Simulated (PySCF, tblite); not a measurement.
# C6H9O radical: geometry, infrared bands and EPR parameters

What infrared bands and EPR parameters should C6H9O radical (`[CH2][C@@H](C)C(=O)C=C`) show?

Computed with tblite 0.8.0 and PySCF 2.14.0, with density-fitted response routines of our own, on a single molecule in the gas phase. Atoms are numbered from 0 throughout.

### Step 1. The molecule as given

16 atoms, charge 0, multiplicity 2; geometry from: force field or distance geometry start.

Bonds of the start (Å): C0–C1 1.51, C1–C2 1.48, C1–C3 1.49, C3–O4 1.28, C3–C5 1.45, C5–C6 1.33, C0–H7 1.11, C0–H8 1.10, C1–H9 1.12, C2–H10 1.12, C2–H11 1.11, C2–H12 1.12, C5–H13 1.06, C6–H14 1.08, C6–H15 1.07.

### Step 2. Relaxing the molecule with GFN2-xTB

What the job is given:

```
{"job": {"kind": "relax", "xc": "GFN2-xTB", "basis": "xTB"}, "charge": 0, "multiplicity": 2}
C     -1.592600    -1.547900     0.550700
C     -0.914500    -0.375300    -0.119100
C     -1.526600     0.947600     0.140900
C      0.530200    -0.425900     0.243300
O      0.905800    -1.380600     1.006100
C      1.504600     0.542800    -0.215100
C      2.759900     0.378900     0.182000
H     -2.496000    -1.239100     1.121900
H     -0.916400    -2.205100     1.122900
H     -0.990300    -0.576900    -1.213600
H     -1.963600     1.322100    -0.825700
H     -0.725000     1.652900     0.431300
H     -2.296600     0.967300     0.956600
H      1.203400     1.341600    -0.844500
H      2.978600    -0.455200     0.825900
H      3.531500     1.061600    -0.107500
```

Command:

```bash
OMP_NUM_THREADS=1 python probes_run.py task.json out
```

One launch serves the whole session: the jobs run in the order shown.

**Question.** This job is followed by: GFN2-xTB harmonic vibrations, gas phase; UKS B3LYP, pcH-1 on C H O, non-relativistic, mean-field spin-orbit, GIAO. What will the session give for the following? strongest single infrared mode (GFN2-xTB); zero-point energy (GFN2-xTB); g(iso) (B3LYP); ⟨S²⟩; largest a(iso); surface potential, 1st and 99th percentile.

**Answer**, as computed:

```
                                 quantity                  value
strongest single infrared mode (GFN2-xTB)  1497 cm⁻¹, 109 km/mol
             zero-point energy (GFN2-xTB)          81.4 kcal/mol
                           g(iso) (B3LYP)                2.00762
                                     ⟨S²⟩     0.758 (exact 0.75)
                           largest a(iso)    13C on C1, 48.6 MHz
    surface potential, 1st and 99th percentile     -1.80 V and 1.18 V
```

What this shows: Relaxing lowered the energy by 1.357 eV in 195 steps; the close pair that moved most is C0–C3, from 2.421 to 1.586 Å. No mode is imaginary among the 42: a minimum at this level. The strongest single mode, at 1497 cm⁻¹, moves mainly C3 and O4. Unscaled tight-binding wavenumbers are off by several per cent, some by more. Its intensities can rank the bands wrongly. The structure rearranged or came apart on optimisation; the results belong to the end geometry, not to the formula as drawn. The largest share of the spin, 0.49 e, sits on O4. The isotropic g lies 5.3 ppt above the free-electron value.
